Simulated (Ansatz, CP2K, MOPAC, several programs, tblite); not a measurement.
Energy against volume for K₂ICl as one 4-atom ordering (R-3m) on the rocksalt lattice, at fixed shape and fractional coordinates, computed by several methods (PBE and r2SCAN, where shown, with plane waves in Ansatz); the cell shown is that of r2SCAN. With free coordinates or axes held, a curve is too stiff, and on another method's shape its minimum isn't the method's own volume. It is trigonal, R-3m (No. 166); a = 4.715 Å, c = 23.291 Å in the conventional setting, 37.37 Å³ an atom. Cl has 6 K at 3.21 Å; I has 6 K at 3.48 Å; K has 3 Cl at 3.21 Å and 3 I at 3.48 Å. The cell comes from a prototype generator: it can be a known phase or a hypothetical one. Spin polarisation is off. Energies count from each curve's lowest point; fits are third-order Birch-Murnaghan.

```cif
data_structure
_symmetry_space_group_name_H-M 'P 1'
_symmetry_Int_Tables_number 1
_cell_length_a 8.2270
_cell_length_b 8.2270
_cell_length_c 8.2270
_cell_angle_alpha 33.303
_cell_angle_beta 33.303
_cell_angle_gamma 33.303
_cell_volume 149.46
loop_
_atom_site_label
_atom_site_type_symbol
_atom_site_fract_x
_atom_site_fract_y
_atom_site_fract_z
_atom_site_occupancy
Cl1 Cl 0.00000 0.00000 0.00000 1
I1 I 0.50000 0.50000 0.50000 1
K1 K 0.25994 0.25994 0.25994 1
K2 K 0.74006 0.74006 0.74006 1
```

r2SCAN, on the shape of its own relaxed cell:
```
V (Å³/atom)  E (meV/atom)
     35.123          7.65
     36.244          1.89
     37.365          0.00
     38.486          1.36
     39.607          5.43
```
V₀ = 37.42 Å³ an atom and B₀ = 15 GPa.

PBE/SZV (CP2K), on the shape of the cell shown:
```
V (Å³/atom)  E (meV/atom)
     32.881         93.90
     35.123         39.21
     37.365         10.37
     39.607          0.00
     41.849          2.90
```
V₀ = 40.14 Å³ an atom and B₀ = 16 GPa.

Task: PBE, on the shape of its own relaxed cell, gives
```csv
V (Å³/atom),E (meV/atom)
36.619,6.43
37.787,1.51
38.956,0.00
40.125,1.34
41.294,5.09
```
What equilibrium volume and bulk modulus follow?

Result: V₀ = 38.96 Å³ an atom and B₀ = 13 GPa.

PM7 (MOPAC), on the shape of the cell shown, as a cluster of 48 atoms at the zone centre:
```tsv
V (Å³/atom)	E (meV/atom)
32.881	188.35
35.123	101.74
37.365	42.49
39.607	8.83
41.849	0.00
```
The fit gives a pressure derivative B′ of 1.2, outside the usual 2 to 7: a trait of the method or a rough curve, so no modulus is quoted.

GFN2-xTB (tblite), on the shape of the cell shown, as a cluster of 48 atoms at the zone centre:

| V (Å³/atom) | E (meV/atom) |
| --- | --- |
| 32.881 | 37.41 |
| 35.123 | 12.26 |
| 37.365 | 1.36 |
| 39.607 | 0.00 |
| 41.849 | 5.21 |

V₀ = 38.84 Å³ an atom and B₀ = 9 GPa.
